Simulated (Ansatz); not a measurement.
# Ge2Sb2Te5: tests of the settings

An exercise on one series of results from a longer session: the logs are not shown, and one member is left open.

Method: DFT PBE, scalar-relativistic, plane waves, PAW, in Ansatz 0.2.0.

2 further runs of the same task are left out: 2 that didn't finish. Runs told in other sessions of the task aren't counted.

**Starting point**

Symmetry: Cm, No. 8, monoclinic system. Conventional cell: a = 13.678 Å, b = 6.132 Å, c = 9.672 Å, α = 90.00°, β = 134.93°, γ = 90.00°. Ge (site symmetry m) is surrounded by 6 Te at 2.85 to 3.20 Å. Ge (site symmetry m) is surrounded by 6 Te at 2.82 to 3.19 Å. Around Sb (site symmetry m) lie 6 Te at 2.98 to 3.20 Å. Sb (site symmetry m) is surrounded by 6 Te at 2.95 to 3.19 Å. Te (site symmetry m) has 3 Sb at 2.98 to 3.07 Å and 2 Ge at 3.05 to 3.20 Å in its first shell of neighbours. Around Te (site symmetry m) lie 2 Ge at 2.95 to 3.00 Å and 2 Sb at 3.02 to 3.06 Å. Te (site symmetry m) has 3 Ge at 2.82 to 3.07 Å and 2 Sb at 3.14 to 3.19 Å in its first shell of neighbours. Around Te (site symmetry m) lie 2 Sb at 2.95 to 3.20 Å and 3 Ge at 3.07 to 3.08 Å. Only part of the 9 independent sites is listed.

Coordinates:

```
Ge Sb Te
1.0
     6.83914   -3.06601    0.00000
     6.83914    3.06601    0.00000
    -6.83098    0.00000    6.84761
Ge Sb Te
2 2 5
Direct
  0.49734 0.49734 0.01104
  0.28429 0.28429 0.18783
  0.11187 0.11187 0.41735
  0.90171 0.90171 0.58787
  0.39996 0.39996 0.59712
  0.20652 0.20652 0.80980
  0.00832 0.00832 0.00643
  0.79529 0.79529 0.19611
  0.59470 0.59470 0.38643
```

Source of the structure: the Materials Project (structure only). It is taken as it stands there.

**The base input**

The input, input.yaml:

```yaml
crystal:
  lattice:
    - [6.839136, -3.066006, 0.0]
    - [6.839136, 3.066006, 0.0]
    - [-6.830977, 0.0, 6.847609]
  atoms:
    - { symbol: Ge, position: [0.497343, 0.497343, 0.011044] }
    - { symbol: Ge, position: [0.284287, 0.284287, 0.18783] }
    - { symbol: Sb, position: [0.11187, 0.11187, 0.417352] }
    - { symbol: Sb, position: [0.901708, 0.901708, 0.587873] }
    - { symbol: Te, position: [0.399959, 0.399959, 0.597118] }
    - { symbol: Te, position: [0.206519, 0.206519, 0.809803] }
    - { symbol: Te, position: [0.008324, 0.008324, 0.006435] }
    - { symbol: Te, position: [0.795288, 0.795288, 0.196112] }
    - { symbol: Te, position: [0.594702, 0.594702, 0.386433] }
basis:
  ecutwfc: 420
kpoints:
  mp_grid: { grid: [8, 8, 6] }
hamiltonian:
  xc: pbe
scf:
  occupations: { method: gaussian, width: 0.01 }
output:
  forces: true
  stress: true
  eigenvalues: true
  populations: true
```

Its results, from an earlier run: -6273.2534 eV/atom at zero smearing, pressure -0.07 GPa, largest force 0.153 eV/Å, gap on the mesh 0.05 eV, in 7 SCF cycles and 4.5 min.

Set-up of the first run:

The input, input.yaml:

```yaml
crystal:
  lattice:
    - [6.839136, -3.066006, 0.0]
    - [6.839136, 3.066006, 0.0]
    - [-6.830977, 0.0, 6.847609]
  atoms:
    - { symbol: Ge, position: [0.497343, 0.497343, 0.011044] }
    - { symbol: Ge, position: [0.284287, 0.284287, 0.18783] }
    - { symbol: Sb, position: [0.11187, 0.11187, 0.417352] }
    - { symbol: Sb, position: [0.901708, 0.901708, 0.587873] }
    - { symbol: Te, position: [0.399959, 0.399959, 0.597118] }
    - { symbol: Te, position: [0.206519, 0.206519, 0.809803] }
    - { symbol: Te, position: [0.008324, 0.008324, 0.006435] }
    - { symbol: Te, position: [0.795288, 0.795288, 0.196112] }
    - { symbol: Te, position: [0.594702, 0.594702, 0.386433] }
basis:
  ecutwfc: 420
kpoints:
  mp_grid: { grid: [1, 1, 1] }
hamiltonian:
  xc: pbe
scf:
  occupations: { method: gaussian, width: 0.01 }
output:
  forces: true
  stress: true
  eigenvalues: true
```

Command:

```
$ ansatz run input.yaml --threads 2 --pin off --max-ram 5120MiB --backend cpu --events-out ev --progress --plain --runs-dir out
```

Among the steps run: K-point mesh: 1×1×1; K-point mesh set to 2×2×1; K-point mesh set to 2×2×2; K-point mesh: 4×4×2; K-point mesh set to 4×4×4; K-point mesh set to 6×6×4.

One of the session's tables, all rows but one given; the rest of the session is left out.

It belongs to the step «The sweep of the k-point mesh side by side». 

| mesh | ΔE (meV/atom) | largest change of a force component (eV/Å) | gap on the mesh (eV) |
| --- | --- | --- | --- |
| 1×1×1 | -513 | 0.498 | 1.384 |
| 2×2×1 | 71.9 | 0.578 | 0.045 |
| 2×2×2 | ? | ? | ? |
| 4×4×2 | 11.4 | 0.130 | 0.057 |
| 4×4×4 | 2.04 | 0.060 | 0.056 |
| 6×6×4 | -0.14 | 0.027 | 0.050 |
| 8×8×6 | 0.00 | 0.000 | 0.050 |

Estimate the missing values for 2×2×2.

The run gave: ΔE (meV/atom): 148; largest change of a force component (eV/Å): 0.360; gap on the mesh (eV): 0.081. In the column «ΔE (meV/atom)» it is the highest.

Caveats from the session: The error changes sign along the series, since a k mesh isn't variational.
